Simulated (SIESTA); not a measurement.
**TaAs under changes of volume**

One of the cells (17.744 Å³/atom); the others are scaled copies at fixed shape and fractional positions:

```
Ta As
1.0
    -1.73322    1.73322    5.90680
     1.73322   -1.73322    5.90680
     1.73322    1.73322   -5.90680
Ta As
2 2
Direct
  0.49997 0.49997 0.00000
  0.24997 0.74997 0.50000
  0.08263 0.08263 0.00000
  0.83263 0.33263 0.50000
```

The cell is a database's computed one.

| Item | Value |
| --- | --- |
| Program | SIESTA 5.4.2 |
| Functional | PBE |
| Potentials or basis | PseudoDojo 0.4 standard (PBE files) |
| Basis | DZP (energy shift 0.003 Ry; two zetas on semicore shells) |
| Grid cutoff | 800 Ry |
| Energy shift | 0.003 Ry |
| k mesh | 11 × 11 × 11 |
| Occupations | fermi-dirac, width 0.05 eV |
| Spin | no spin polarisation |

| volume (Å³/atom) | energy over the lowest point (meV/atom) | pressure (GPa) | largest force (eV/Å) |
| --- | --- | --- | --- |
| 16.353 | 76.86 | 18.3 | 0.097 |
| 16.700 | 42.93 | 13.1 | 0.085 |
| 17.048 | 19.53 | 8.5 | 0.070 |
| 17.744 | 0.00 | 0.8 | 0.052 |
| 18.092 | ? | ? | ? |
| 18.440 | 11.20 | -5.6 | 0.034 |

Q: What does the run at 18.092 Å³/atom give?

A: Energy over the lowest point 2.12 meV/atom; pressure -2.6 GPa; largest force 0.044 eV/Å.

Worked out: A Birch-Murnaghan fit of order 3 (a polynomial in V^(-2/3)) to the other rows has its minimum at 17.81 Å³/atom with B0 = V·E''(V) = 176 GPa and B' = 4.4 at fixed shape and positions, which overstates the stiffness. It gives 2.17 meV/atom at 18.092 Å³/atom, against the run's 2.12, and -dE/dV = -2.6 GPa, against -2.6.

Energies are extrapolated to zero smearing.

Caveats: short orbitals over semicore shells can move pressures by several GPa; the basis of atomic orbitals isn't converged, which shifts pressures, moduli and gaps.
